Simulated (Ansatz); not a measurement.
# InGa3P4: the cost of one run

Program: Ansatz 0.2.0. Level of theory: DFT PBE, scalar-relativistic, plane waves, PAW. These are calculated values, not measurements.

1 further run of the same task is left out (it didn't finish).

## (1) Starting point

It takes space group P-4m2 (No. 115, tetragonal). The conventional cell has a = 3.965 Å, b = 3.965 Å, c = 11.288 Å, α = 90.00°, β = 90.00°, γ = 90.00°. In (site symmetry -4m2) has 4 P at 2.54 Å as nearest neighbours. Ga (site symmetry 2mm) is surrounded by 4 P at 2.39 to 2.40 Å. Ga (site symmetry -4m2) is surrounded by 4 P at 2.40 Å. P (site symmetry 2mm) is surrounded by 2 Ga at 2.39 Å and 2 In at 2.54 Å. P (site symmetry 2mm) is surrounded by 4 Ga at 2.40 Å.

As a file:

```xyz
8
Lattice="3.9654 0.0000 0.0000 0.0000 3.9654 0.0000 0.0000 0.0000 11.2880" Properties=species:S:1:pos:R:3 pbc="T T T"
In    1.9827    1.9827    0.0000
Ga    0.0000    0.0000    8.3559
Ga    0.0000    0.0000    2.9322
Ga    1.9827    1.9827    5.6440
P     1.9827    0.0000    9.6980
P     0.0000    1.9827    1.5900
P     1.9827    0.0000    4.2889
P     0.0000    1.9827    6.9991
```

The cell was relaxed beforehand at this level, from a generated guess; it is a trial structure. At a tolerance of 0.02 Å it has space group P-4m2 (No. 115); it has 22.19 Å³/atom, an uncorrected energy of -0.37 eV/atom over the elements.

## (2) Bands, states and charges

File input.yaml:

```yaml
crystal:
  lattice:
    - [3.9653661, 0.0, 0.0]
    - [0.0, 3.9653661, 0.0]
    - [0.0, 0.0, 11.2880173]
  atoms:
    - { symbol: In, position: [0.5, 0.5, 0.0] }
    - { symbol: Ga, position: [0.0, 0.0, 0.740242] }
    - { symbol: Ga, position: [0.0, 0.0, 0.259758] }
    - { symbol: Ga, position: [0.5, 0.5, 0.5] }
    - { symbol: P, position: [0.5, 0.0, 0.859139] }
    - { symbol: P, position: [0.0, 0.5, 0.140861] }
    - { symbol: P, position: [0.5, 0.0, 0.37995] }
    - { symbol: P, position: [0.0, 0.5, 0.62005] }
basis:
  ecutwfc: 420
kpoints:
  mp_grid: { grid: [8, 8, 4] }
  band_path:
    path:
      - [[0.0, 0.0, 0.0], [0.0, 0.5, 0.0], [0.5, 0.5, 0.0], [0.0, 0.0, 0.0], [0.0, 0.0, 0.5], [0.0, 0.5, 0.5], [0.5, 0.5, 0.5], [0.0, 0.0, 0.5]]
      - [[0.0, 0.5, 0.0], [0.0, 0.5, 0.5]]
      - [[0.5, 0.5, 0.0], [0.5, 0.5, 0.5]]
    npoints: 14
hamiltonian:
  xc: pbe
scf:
  occupations: { method: gaussian, width: 0.02 }
  n_extra_bands: 20
output:
  forces: true
  stress: true
  eigenvalues: true
  populations: true
  dos: { projected: true, de: 0.02, nscf_kmesh: { grid: [12, 12, 6] } }
  bader: true
  write_density: true
  write_potential: true
  elf: true
  volumetric_format: npy
```

Launch:

```bash
$ ansatz run input.yaml --threads 4 --pin off --max-ram 8192MiB --backend cpu --events-out ev --progress --plain --runs-dir out
```

What time and memory should one allow on 4 threads of Arm Neoverse V2, shared host?

About 73 s, with a peak of 1.1 GiB.
